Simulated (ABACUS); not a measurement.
Runs of ABACUS 3.10.1 on NaTb2Sc2FeO9. Symmetry: P3m1, No. 156, trigonal system. The conventional cell has a = 5.516 Å, b = 5.516 Å, c = 7.152 Å, α = 90.00°, β = 90.00°, γ = 120.00°. Na (site symmetry 3m) has 9 O at 2.63 to 2.80 Å as nearest neighbours. Tb (site symmetry 3m) is surrounded by 3 O at 2.28 Å. Tb (site symmetry 3m) has 3 O at 2.21 Å as nearest neighbours. Sc (site symmetry 3m) is surrounded by 6 O at 1.95 to 2.19 Å. Around Sc (site symmetry 3m) lie 6 O at 2.06 Å. Around Fe (site symmetry 3m) lie 6 O at 1.83 to 1.91 Å. Around O (site symmetry m) lie 1 Fe at 1.91 Å and 1 Sc at 2.19 Å. O (site symmetry m) has 2 Sc at 1.95 to 2.06 Å and 1 Tb at 2.21 Å as nearest neighbours. The cell was built by a generator and needn't be a form met in nature.

| level | gap on the mesh (eV) | moment (μB) | largest force (eV/Å) |
| --- | --- | --- | --- |
| SOGGA | none | 2.98 | 0.60 |
| LDA | none | 2.96 | 0.46 |
| BLYP | none | 2.98 | (a) |
| PBEsol | none | 2.98 | (b) |

Alike in all rows: task single point; potentials or basis PseudoDojo NC SR 0.4.1 PBE standard, lanthanides 3+ (f in core), DZP LCAO (the cutoffs set its grid); spin collinear, ferromagnetic start; cell as given; k mesh 6 × 6 × 4; cutoff (eV) 1361; smearing fermi-dirac 0.05 eV.

Estimate the missing entries.

(a) 0.53; (b) 0.57.

Caveats: the atomic orbitals were generated for these runs and aren't a published set; the magnetic or orbital state may not be the lowest; the potentials were made for another functional, which shifts forces and pressure; spin-orbit coupling is left out, which moves the levels of the heavy elements; the 4f electrons are frozen in the core as for a trivalent ion, so they carry no moment and show no levels; the basis of atomic orbitals isn't converged, which shifts pressures, moduli and gaps.

A k mesh can miss the band edges, and the runs leave out spin-orbit coupling on Tb.

A gap of «none» marks a metal or a gap under the smearing width.

Runs at the PBE level aren't shown here.
